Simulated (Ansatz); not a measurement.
WS:

```
W S
1.0
     3.00789    0.00000    0.00000
     0.00000    3.00789    0.00000
     0.00000    0.00000    3.00789
W S
1 1
Direct
  0.50000 0.50000 0.50000
  0.00000 0.00000 0.00000
```

The cell was built by a generator and needn't be a form met in nature.

| Property | Result |
| --- | --- |
| Program | Ansatz 0.2.0 |
| Task | single point |
| Functional | PBE |
| Potentials or basis | all-electron LAPW, scalar-relativistic |
| Cutoff | 234 eV (chosen from the basis error) |
| Basis error allowed | 0.001 eV/atom |
| k mesh | 9 × 9 × 9 |
| Occupations | fermi-dirac, width 0.05 eV |
| Spin | no spin polarisation |

On this cell: pressure 0.5 GPa; largest force zero by symmetry; band gap on the k mesh none (metal or under the smearing width).

The same run follows on a disturbed copy (atoms moved at random, drawn with an rms of 0.05 Å):

```
W S
1.0
     3.00789    0.00000    0.00000
     0.00000    3.00789    0.00000
     0.00000    0.00000    3.00789
W S
1 1
Direct
  0.49262 0.50206 0.49570
  0.99063 0.98998 0.00887
```

Problem. What does the disturbed cell give?

Solution. The energy (extrapolated to zero smearing) moves by +2.7 meV/atom; pressure 0.8 GPa; largest force 0.200 eV/Å; band gap on the k mesh none (metal or under the smearing width).

Forces in eV/Å, atoms in the order of the input:
```
W   -0.021 -0.134  0.147
S    0.021  0.134 -0.147
```

Stress tensor (GPa, compression positive):
```
 0.72  0.04 -0.05
 0.04  0.77 -0.27
-0.05 -0.27  0.78
```
